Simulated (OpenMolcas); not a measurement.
# Ho³⁺ among point charges: CASSCF levels and susceptibility

How does a field of 6 point charges split the states of Ho³⁺, and what χT follows?

The numbers are computed with OpenMolcas 26.06 (state-averaged CASSCF, spin-orbit coupling by RASSI with atomic mean-field integrals), except any that are marked as measured or tabulated.

**1. Starting point**

| Item | Value |
| --- | --- |
| Species | Ho³⁺ (holmium, Z = 67, 64 electrons) |
| Basis | ANO-RCC-VDZP [7s6p4d2f1g], 68 functions |
| Scalar Hamiltonian | DKH2, point nucleus |
| Inactive shells | 1s 2s 2p 3s 3p 3d 4s 4p 4d 5s 5p |
| Active space | 10 electrons in 7 orbitals (4f) |
| Some configurations of this space | 4f10 |
| Orbitals | optimised for the highest spin of each parity, averaged over all roots |

The outer shells:

4f10
```
4f [↑↓][↑↓][↑↓][↑ ][↑ ][↑ ][↑ ]
```

The ion sits among 6 point charges of -1 e arranged as an octahedron (Oh), 2.68 Å from the ion.

The work runs as a chain of OpenMolcas steps in one folder; each step below is one input file. Labels, J, g values, rates, χT and fits are worked out afterwards by a script from the matrices that RASSI stores. The input lists half of the charges; inversion (Group=XYZ) makes the rest.

**2. Basis and integrals**

Contents of a.inp:

```
&GATEWAY
Coord
1

Ho 0.0 0.0 0.0
Basis=ANO-RCC-VDZP
Group=XYZ
NoMove
AngMom=0.0 0.0 0.0
AMFI
XField
3 Angstrom 0
2.680000 0.000000 0.000000 -1.000000
0.000000 2.680000 0.000000 -1.000000
0.000000 0.000000 2.680000 -1.000000
&SEWARD
```

Launch:

```sh
> OMP_NUM_THREADS=1 MOLCAS_MEM=2252 MOLCAS_PROJECT=a pymolcas a.inp > a.log
```

**3. Reference wave functions, quintets of even parity, 35 roots**

Contents of a.inp:

```
&RASSCF
FileOrb=start.orb
Symmetry=1
Spin=5
nActEl=10 0 0
Inactive=15 12
Ras2=0 7
CIRoot=35 35 1
SDav=35
CIMx=300
Iter=120 100
PrWF=0.3
OrbListing=Nothing
MaxOrb=0
>>> COPY $Project.JobIph JOB001
```

start.orb holds the contracted functions of the basis, ordered by shell, or the orbitals of the step before.

**4. Reference wave functions, triplets of even parity, 162 roots**

Contents of a.inp:

```
&RASSCF
FileOrb=start.orb
Symmetry=1
Spin=3
nActEl=10 0 0
Inactive=15 12
Ras2=0 7
CIRoot=162 162 1
SDav=210
CIMx=300
Iter=120 100
PrWF=0.3
OrbListing=Nothing
MaxOrb=0
CIOnly
>>> COPY $Project.JobIph JOB002
```

**5. Reference wave functions, singlets of even parity, 162 roots**

Contents of a.inp:

```
&RASSCF
FileOrb=start.orb
Symmetry=1
Spin=1
nActEl=10 0 0
Inactive=15 12
Ras2=0 7
CIRoot=162 162 1
SDav=196
CIMx=300
Iter=120 100
PrWF=0.3
OrbListing=Nothing
MaxOrb=0
CIOnly
>>> COPY $Project.JobIph JOB003
```

**6. RASSI: spin-orbit coupling between the states**

Contents of a.inp:

```
&RASSI
NrOfJobIphs=3 30 106 31
1 2 3 4 5 6 7 8 9 10 11 12 13 14 15 16 17 18 19 20 21 22 23 24 25 26 27
28 29 30
1 2 3 4 5 6 7 8 9 10 11 12 13 14 15 16 17 18 19 20 21 22 23 24 25 26 27
28 29 30 31 32 33 34 35 36 37 38 39 40 41 42 43 44 45 46 47 48 49 50 51
52 53 54 55 56 57 58 59 60 61 62 63 64 65 66 67 68 69 70 71 72 73 74 75
76 77 78 79 80 81 82 83 84 85 86 87 88 89 90 91 92 93 94 95 96 97 98 99
100 101 102 103 104 105 106
1 2 3 4 5 6 7 8 9 10 11 12 13 14 15 16 17 18 19 20 21 22 23 24 25 26 27
28 29 30 31
IphNames
JOB001
JOB002
JOB003
EJob
SpinOrbit
DIPRint=1.0
SOCoupling=1000.0
Subsets=2
Property=9
'ANGMOM' 1 'ANGMOM' 2 'ANGMOM' 3 'MLTPL  1' 1 'MLTPL  1' 2 'MLTPL  1' 3
'AMFI' 1 'AMFI' 2 'AMFI' 3
SOProperty=3
'ANGMOM' 1 'ANGMOM' 2 'ANGMOM' 3
```

What does the calculation give? Wanted: spin-free ground state; first state of the same spin within the active space; lowest level; next level.

**Answer**, as computed:

```
                                            quantity                            value
                                              method                           CASSCF
                              spin-free ground state  5A2, 1-fold in its orbital part
first state of the same spin within the active space                 5T2 at 1.57 cm⁻¹
                                        lowest level   2-fold E, g = 0.00, 0.00, 0.00
                                          next level                         0.2 cm⁻¹
                                         χT at 300 K                  13.93 cm³ K/mol
                           effective moment at 300 K                         10.55 μB
```

In words: The spin-free ground state (5A2) comes to 100 % from free-ion I terms and keeps the highest spin of the shell. The triplets, singlets rest on orbitals optimised for another spin in at least one step, which raises them against the optimised states. Not all states of the active space went into the spin-orbit step. High states of lower spin are left out of the spin-orbit mixing, and CASSCF puts spin-flip levels too high. Point charges carry no covalency, so the field is a model and not that of real ligands.
